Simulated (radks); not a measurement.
# The Coulomb parameter U of the 4d shell of Ru

The task here is to estimate one member of a computed series from the others.

Method: scalar-relativistic Kohn-Sham, BLYP, spin-unpolarised, spherical densities, point nucleus. Code: radks (a radial shooting solver on a logarithmic mesh, Libxc functionals) version 1.

### The system

* element: ruthenium (Z = 44)
* charge: 0
* electrons: 44
* configuration: [Kr] 4d7 5s1

The outer shells:

Ru
```
[Kr] core
4d [↑↓][↑↓][↑ ][↑ ][↑ ]
5s [↑ ]
```

The first run:

The run's settings:

```text
Z 44
configuration [Kr] 4d7 5s1
relativity scalar-relativistic
functional b88,lyp
spin unpolarised
nucleus point
c 137.035999084
```

Steps of the session up to this table: Start: [Kr] 4d7 5s1.

One of the session's tables, all rows but one given; the rest of the session is left out.

Sizes of the orbitals, from the radial functions (bohr):

```
level     <r>  outermost maximum (interpolated)  90 % within  nodes
   2p  0.1269                            0.0982        0.207      0
   3s  0.4028                             0.362        0.594      2
   3p  0.4031                             0.355        0.608      1
   3d  0.3842                             0.301        0.611      0
   4s   1.018                             0.913         1.48      3
   4p   1.128                             0.982         1.67      2
   4d       ?                                 ?            ?      ?
   5s   3.390                              2.73         5.16      4
```

**Question.** Estimate the row for 4d.

**Answer.** <r>: 1.709; outermost maximum (interpolated): 1.21; 90 % within: 2.82; nodes: 1. In the column «<r>» it lies between 4p (1.128) and 5s (3.390).
